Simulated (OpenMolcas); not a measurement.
# Mn²⁺ in CsCaBr3: CASSCF and CASPT2 levels and susceptibility

Which state of Mn²⁺ lies lowest among these ligands, how large is the field, and what χT follows?

The numbers are computed with OpenMolcas 26.06 (state-averaged CASSCF and CASPT2, spin-orbit coupling by RASSI with atomic mean-field integrals), except any that are marked as measured or tabulated.

## Step 1: Starting point

| Quantity | Value |
| --- | --- |
| Species | Mn²⁺ (manganese, Z = 25, 23 electrons) |
| Basis | ANO-RCC-VDZP [5s4p2d1f], 220 functions with the ligands |
| Scalar Hamiltonian | DKH2, point nucleus |
| Inactive shells | 1s 2s 2p 3s 3p of the metal, and all ligand shells |
| Active space | 5 electrons in 5 orbitals (3d) |
| Some configurations of this space | 3d⁵ |
| Orbitals | optimised for each spin and parity, averaged over all roots |

The outer shells:

3d5
```
3d [↑ ][↑ ][↑ ][↑ ][↑ ]
```

Mn²⁺ is taken with its 6 nearest bromide ions at 2.777 Å, on the cation site of CsCaBr3 (a = 5.69 Å). The rest of the host is ab initio model potentials to 7.6 Å, with orthogonalisation functions on the cations behind the ligands, and point charges beyond; the distance is set by hand, nothing relaxes, and no local charge compensation is placed. Ligand basis ANO-RCC-VDZP.

```xyz
15

Mn    0.0000    0.0000    0.0000
Br    2.7770    0.0000    0.0000
Br    0.0000    2.7770    0.0000
Br   -2.7770    0.0000    0.0000
Br    0.0000   -2.7770    0.0000
Br    0.0000    0.0000    2.7770
Br    0.0000    0.0000   -2.7770
Cs    2.8450   -2.8450   -2.8450
Cs   -2.8450    2.8450    2.8450
Cs    2.8450   -2.8450    2.8450
Cs   -2.8450    2.8450   -2.8450
Cs    2.8450    2.8450   -2.8450
Cs   -2.8450   -2.8450    2.8450
Cs    2.8450    2.8450    2.8450
Cs   -2.8450   -2.8450   -2.8450
```

The work runs as a chain of OpenMolcas steps in one folder; each step below is one input file. Labels, J, g values, rates, χT and fits are worked out afterwards by a script from the matrices that RASSI stores.

## Step 2: Basis and integrals

Contents of a.inp:

```
&GATEWAY
Basis set
Mn.ANO-RCC-VDZP.
Mn1 0.0 0.0 0.0 Angstrom
End of basis
Basis set
Br.ANO-RCC-VDZP.
L1 2.777000 0.000000 0.000000 Angstrom
L2 0.000000 2.777000 0.000000 Angstrom
L3 0.000000 0.000000 2.777000 Angstrom
End of basis
Basis set
Ca.EMB-AIMP.Sanchez-Sanz.10s7p.1s1p.ECP.CsCaBr3.
PseudoCharge
* 3 symmetry-unique lattice sites within 7.6 angstrom
End of basis
Basis set
Cs.EMB-AIMP.Sanchez-Sanz.0s.0s.ECP.CsCaBr3.
PseudoCharge
* 4 symmetry-unique lattice sites within 7.6 angstrom
End of basis
Basis set
Br.EMB-AIMP.Sanchez-Sanz.0s.0s.ECP.CsCaBr3.
PseudoCharge
* 12 symmetry-unique lattice sites within 7.6 angstrom
End of basis
Symmetry
XYZ
AngMom=0.0 0.0 0.0
AMFI
RICD
XField
1570 Angstrom 0
* Evjen-weighted lattice charges
&SEWARD
```

Started as:

```bash
$ OMP_NUM_THREADS=1 MOLCAS_MEM=2457 MOLCAS_PROJECT=a pymolcas a.inp > a.log
```

## Step 3: Reference wave functions, sextets, 1 root

Contents of a.inp:

```
&RASSCF
FileOrb=start.orb
Symmetry=1
Spin=6
nActEl=5 0 0
Inactive=57 60
Ras2=5 0
CIRoot=1 1 1
SDav=1
CIMx=300
Iter=150 100
PrWF=0.3
OrbListing=Nothing
MaxOrb=1
LevShft=1.0
>>> COPY $Project.JobIph JOB001
```

start.orb holds start orbitals that the driver prepared beforehand, or those of the step before.

## Step 4: CASSCF: quartets, 24 roots

Contents of a.inp:

```
&RASSCF
FileOrb=start.orb
Symmetry=1
Spin=4
nActEl=5 0 0
Inactive=57 60
Ras2=5 0
CIRoot=24 24 1
SDav=24
CIMx=300
Iter=150 100
PrWF=0.3
OrbListing=Nothing
MaxOrb=0
LevShft=1.0
>>> COPY $Project.JobIph JOB002
```

## Step 5: CASSCF: doublets, 75 roots

Contents of a.inp:

```
&RASSCF
FileOrb=start.orb
Symmetry=1
Spin=2
nActEl=5 0 0
Inactive=57 60
Ras2=5 0
CIRoot=75 75 1
SDav=75
CIMx=300
Iter=150 100
PrWF=0.3
OrbListing=Nothing
MaxOrb=0
LevShft=1.0
>>> COPY $Project.JobIph JOB003
```

## Step 6: State interaction with spin-orbit coupling

Contents of a.inp:

```
&RASSI
NrOfJobIphs=3 1 24 75
1
1 2 3 4 5 6 7 8 9 10 11 12 13 14 15 16 17 18 19 20 21 22 23 24
1 2 3 4 5 6 7 8 9 10 11 12 13 14 15 16 17 18 19 20 21 22 23 24 25 26 27
28 29 30 31 32 33 34 35 36 37 38 39 40 41 42 43 44 45 46 47 48 49 50 51
52 53 54 55 56 57 58 59 60 61 62 63 64 65 66 67 68 69 70 71 72 73 74 75
IphNames
JOB001
JOB002
JOB003
EJob
SpinOrbit
DIPRint=1.0
SOCoupling=1000.0
Subsets=2
Property=9
'ANGMOM' 1 'ANGMOM' 2 'ANGMOM' 3 'MLTPL  1' 1 'MLTPL  1' 2 'MLTPL  1' 3
'AMFI' 1 'AMFI' 2 'AMFI' 3
SOProperty=3
'ANGMOM' 1 'ANGMOM' 2 'ANGMOM' 3
```

## Step 7: CASPT2: IPEA 0.25, imaginary shift 0.1 (closed shells correlated: 3p of the metal, with ligand shells; the Frozen line counts the rest)

Contents of a.inp:

```
>>> COPY JOB001 $Project.JobIph
&CASPT2
Multistate=1 1
Frozen=45 45
IPEA=0.25
Imaginary=0.1
MaxIter=60
WThr=0.0 0.3 0.05
PrWF=0.5
NoMix
>>> COPY JOB002 $Project.JobIph
&CASPT2
Multistate=24 1 2 3 4 5 6 7 8 9 10 11 12 13 14 15 16 17 18 19 20 21 22
23 24
NoMult
Frozen=45 45
IPEA=0.25
Imaginary=0.1
MaxIter=60
WThr=0.0 0.3 0.05
PrWF=0.5
NoMix
>>> COPY JOB003 $Project.JobIph
&CASPT2
Multistate=75 1 2 3 4 5 6 7 8 9 10 11 12 13 14 15 16 17 18 19 20 21 22
23 24 25 26 27 28 29 30 31 32 33 34 35 36 37 38 39 40 41 42 43 44 45 46
47 48 49 50 51 52 53 54 55 56 57 58 59 60 61 62 63 64 65 66 67 68 69 70
71 72 73 74 75
NoMult
Frozen=45 45
IPEA=0.25
Imaginary=0.1
MaxIter=60
WThr=0.0 0.3 0.05
PrWF=0.5
NoMix
```

(Steps that only read results are left out.)

What does the calculation give? Wanted: spin-free ground state; lowest level; next level.

**Answer**, as computed:

```
                 quantity                                                                                                                                       value
                   method  SS-CASPT2, IPEA 0.25, imaginary shift 0.1 (closed shells correlated: 3p of the metal, with ligand shells; the Frozen line counts the rest)
   spin-free ground state                                                                                                             6A1, 1-fold in its orbital part
             lowest level                                                                                                                                      6-fold
               next level                                                                                                                                25740.3 cm⁻¹
              χT at 300 K                                                                                                                              4.39 cm³ K/mol
effective moment at 300 K                                                                                                                                     5.92 μB
```

Cost by method:

```tsv
method	time of its own steps	time with the reference
A. CASSCF	1.9 min	1.9 min
B. SS-CASPT2, IPEA 0.25, imaginary shift 0.1, +3p	11 min	13 min
```

Times are of one thread on a shared host.

What this shows: The spin-free ground state (6A1) comes to 100 % from free-ion S terms and keeps the highest spin of the shell. χT at 300 K is 4.39, against 4.39 cm³ K/mol for the spin alone, as a half-filled shell (L = 0) has no orbital moment. An active space of the d shell alone favours high spin; real ions in strong fields can be low spin. A ligand-field fit to the states below 45000 cm-1 gives 10Dq = 3028 cm-1, B = 921 cm-1 and C = 3366 cm-1 (C/B = 3.65), with a deviation of 472 cm-1. CASPT2 does not keep the components of a term degenerate, and the means are used. With metal d orbitals alone active, the gaps between spin states are rough; where two lie within a few thousand cm-1, their order is open. The bonds are covalent and no ligand orbital is active, so the numbers are rough.
